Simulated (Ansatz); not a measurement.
# HfB2: the cost of one run

Method: DFT PBEsol, frozen-core PAW and all-electron LAPW, scalar-relativistic unless said, in Ansatz 0.2.0.

## Step 1: The structure to begin with

Symmetry: P6/mmm, No. 191, hexagonal system. Conventional cell: a = 3.140 Å, b = 3.140 Å, c = 3.480 Å, α = 90.00°, β = 90.00°, γ = 120.00°. Hf (site symmetry 6/mmm) is surrounded by 12 B at 2.51 Å. B (site symmetry -6m2) is surrounded by 3 B at 1.81 Å and 6 Hf at 2.51 Å.

As a file:

```
Hf B
1.0
     3.14000    0.00000    0.00000
    -1.57000    2.71932    0.00000
     0.00000    0.00000    3.48000
Hf B
1 2
Direct
  0.00000 0.00000 0.00000
  0.33333 0.66667 0.50000
  0.66667 0.33333 0.50000
```

Cartesian axes are those of the input's lattice vectors. The structure goes back to a database entry.

## Step 2: Cell and atoms relaxed, PAW

input.yaml reads:

```yaml
crystal:
  lattice:
    - [3.14000000001, 0.0, 0.0]
    - [-1.57, 2.71931976789, 0.0]
    - [0.0, 0.0, 3.48]
  atoms:
    - { symbol: Hf, position: [0.0, 0.0, 0.0] }
    - { symbol: B, position: [0.333333333333, 0.666666666667, 0.5] }
    - { symbol: B, position: [0.666666666667, 0.333333333333, 0.5] }
kpoints:
  mp_grid: { grid: [12, 12, 8] }
scf:
  occupations: { method: fermi_dirac, width: 0.1 }
hamiltonian:
  xc: pbesol
  pseudopotentials: { kind: paw }
relax:
  f_tol: 0.002
  max_steps: 80
  cell: {}
output:
  forces: true
  stress: true
```

On the command line:

```sh
$ ansatz run input.yaml --threads 2 --pin off --max-ram 6144MiB --backend cpu --events-out ev --progress --plain --runs-dir out
```

Q: Estimate wall time and peak memory on 2 threads of Arm Neoverse V1, shared host.

About 7.4 s, with a peak of 0.36 GiB.
